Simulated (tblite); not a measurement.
# C10H16Se: the cost of one run

Programs: tblite 0.8.0 and PySCF 2.14.0, with routines of our own; each step states its level. All values are computed. Atoms count from 0.

## 1. The starting structure

27 atoms, charge 0, multiplicity 1; geometry from: force field or distance geometry start.

## 2. Geometry optimisation with GFN2-xTB

The job: settings as JSON, then the geometry in Å.

```
{"job": {"kind": "relax", "xc": "GFN2-xTB", "basis": "xTB"}, "charge": 0, "multiplicity": 1}
C      4.158000    -0.340100    -0.319400
Se     2.589900    -0.804800    -1.399400
C      1.137700    -0.893400    -0.249200
C      0.190000    -1.652400    -0.052700
C     -0.771100    -2.418300     0.183800
C     -1.735100    -1.107800     0.434900
C     -1.728400    -0.386700    -0.848400
C     -2.160400     1.023100    -0.590700
C     -1.425000     1.613300     0.527500
C      0.006400     1.388800     0.564700
C      0.745200     0.219600     0.774800
H      3.758400     0.053000     0.646100
H      4.796500     0.397400    -0.827800
H      4.714800    -1.302200    -0.149900
H     -1.125500    -3.325900     0.250900
H     -2.558800    -1.694900     0.505800
H     -1.545900    -0.685800     1.373800
H     -0.865100    -0.481800    -1.518400
H     -2.558800    -0.763800    -1.542800
H     -3.238000     0.933300    -0.240700
H     -2.170500     1.626400    -1.527600
H     -1.550500     2.749400     0.365400
H     -1.940600     1.521100     1.532600
H      0.380000     1.833800    -0.449400
H      0.380100     2.278000     1.227700
H      1.761200     0.531100     0.883500
H      0.735700    -0.284000     1.797700
```

The run is started by

```sh
OMP_NUM_THREADS=1 python excited_run.py task.json out
```

The driver reads the jobs from task.json and runs them one after another.

**Question.** How long does this first job take on 1 thread of Intel Xeon Platinum 8259CL at 2.50GHz, shared host, and how much memory does it need?

About 4.8 s, with a peak of 0.18 GiB.
